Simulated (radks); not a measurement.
# Ti⁴⁺ in [He] 2s2 2p5 3s2 3p6 4f1: an all-electron calculation

Wanted: eigenvalues, radial structure and energy terms of the titanium ion Ti4+.

Program: radks (a radial shooting solver on a logarithmic mesh, Libxc functionals) version 1. Level of theory: scalar-relativistic Kohn-Sham, SCAN, spin-unpolarised, spherical densities, finite nucleus. These are calculated values, not measurements, unless marked.

## Step 1: The system

| Item | Value |
| --- | --- |
| element | titanium (Z = 22) |
| charge | +4 |
| electrons | 18 |
| configuration | [He] 2s2 2p5 3s2 3p6 4f1 |
| nuclear rms radius | 3.5921 fm |

The outer shells:

Ti⁴⁺
```
[He] core
2s [↑↓]
2p [↑↓][↑↓][↑ ]
3s [↑↓]
3p [↑↓][↑↓][↑↓]
4f [↑ ][  ][  ][  ][  ][  ][  ]
```

## Step 2: Self-consistent calculation

Input:

```text
Z 22
configuration [He] 2s2 2p5 3s2 3p6 4f1 4s0 3d0
relativity scalar-relativistic
functional scan,scan
spin unpolarised
nucleus finite rms 3.5921 fm
c 137.035999084
```

Started as:

```bash
$ python run_ks.py task.json out
```

This one command runs every case of the session in turn.

What does the calculation give?

As calculated:

```
                        quantity                value
                    total energy   -831.66123 hartree
exchange-correlation share of it               4.63 %
                            −T/E               1.0088
          highest occupied level       4f, -18.531 eV
    most extended occupied level  4f, <r> = 3.47 bohr
 radius at density 0.001 e/bohr³            4.25 bohr
    maxima of the radial density                    4
```

What this shows: 4 principal shells are occupied and 4 maxima appear in the radial density. Relativity lifts −T/E to 1.009. This is not the tabulated ground configuration, so its levels and sizes aren't those of the ground state, and no measured value stands beside it.
